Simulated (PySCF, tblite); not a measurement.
**C5H7BO2Si: geometry, infrared bands and NMR shifts**

Wanted: the infrared bands and NMR shifts of C5H7BO2Si (`C#CB1OCOC=C1[SiH3]`), by calculation.

Computed with tblite 0.8.0 and PySCF 2.14.0, with density-fitted response routines of our own, on a single molecule in the gas phase. Atoms count from 0, in the outputs and in this text.

### Step 1. The molecule as given

16 atoms, charge 0, multiplicity 1; geometry from: force field or distance geometry start.

Bonds of the start (Å): C0–C1 1.19, C1–B2 1.56, B2–O3 1.44, O3–C4 1.37, C4–O5 1.41, O5–C6 1.37, C6–C7 1.32, C7–Si8 1.83, C7–B2 1.56, C0–H9 1.08, C4–H10 1.11, C4–H11 1.12, C6–H12 1.09, Si8–H13 1.47, Si8–H14 1.49, Si8–H15 1.47.

### Step 2. Geometry optimisation with GFN2-xTB

Job settings and geometry (Å):

```
{"job": {"kind": "relax", "xc": "GFN2-xTB", "basis": "xTB"}, "charge": 0, "multiplicity": 1}
C     -1.367100     2.923100     0.302400
C     -0.642300     1.993300     0.112100
B      0.334500     0.789400    -0.086600
O      1.733300     1.029500     0.166000
C      2.530200    -0.083700     0.261400
O      1.984100    -1.293900    -0.209800
C      0.664400    -1.638500    -0.035900
C     -0.223300    -0.659500     0.040900
Si    -2.010900    -0.950900     0.265900
H     -2.030400     3.762000     0.462200
H      3.476000     0.120300    -0.282100
H      2.796700    -0.284500     1.334400
H      0.310600    -2.660900     0.061600
H     -2.435800    -0.971300     1.671100
H     -2.754400     0.147600    -0.409400
H     -2.373200    -2.212900    -0.398000
```

Launch:

```
$ OMP_NUM_THREADS=1 python probes_run.py task.json out
```

This one command runs all jobs of the session in turn.

**Question.** This job is followed by: GFN2-xTB harmonic vibrations, gas phase; GIAO PBE0/pcSseg-1 NMR shielding, non-relativistic, gas phase. Predict these results of the whole session: strongest single infrared mode (GFN2-xTB); zero-point energy (GFN2-xTB); 13C shifts against TMS (PBE0/pcSseg-1); 1H shifts against TMS (PBE0/pcSseg-1, means over atoms taken as alike); 11B shifts against BF3·OEt2 (PBE0/pcSseg-1); 17O shifts against H2O (PBE0/pcSseg-1); 29Si shifts against TMS (PBE0/pcSseg-1).

As calculated:

```
                                                              quantity                                value
                             strongest single infrared mode (GFN2-xTB)                 792 cm⁻¹, 469 km/mol
                                          zero-point energy (GFN2-xTB)                        65.3 kcal/mol
                                13C shifts against TMS (PBE0/pcSseg-1)  173.2, 106.9, 106.0, 92.3, 90.6 ppm
1H shifts against TMS (PBE0/pcSseg-1, means over atoms taken as alike)           7.34, 5.83, 4.28, 2.56 ppm
                           11B shifts against BF3·OEt2 (PBE0/pcSseg-1)                             28.1 ppm
                                17O shifts against H2O (PBE0/pcSseg-1)                     181.3, 179.0 ppm
                               29Si shifts against TMS (PBE0/pcSseg-1)                            -72.9 ppm
```

In words: Relaxing lowered the energy by 0.676 eV in 80 steps; the close pair that moved most is B2–O3, from 1.442 to 1.357 Å. All 42 modes are real, so the xTB geometry is a minimum. The strongest single mode, at 792 cm⁻¹, has its largest shares on H13, H14 and H15 (the list is cut at 3 atoms). GFN2-xTB is a fitted tight-binding method: band positions and strengths are rough. Its intensities can rank the bands wrongly. The most deshielded carbon is C6 (alkene carbon bearing oxygen), at 173.2 ppm: an sp2 carbon further deshielded by the attached heteroatom. H12 (hydrogen on an alkene carbon bearing oxygen) lies farthest downfield among hydrogen, at 7.34 ppm; attached to an sp2 carbon and in the plane of the double bond. At PBE0/pcSseg-1: Shielding is most anisotropic at O3 (span 329 ppm, paramagnetic term -237 ppm).
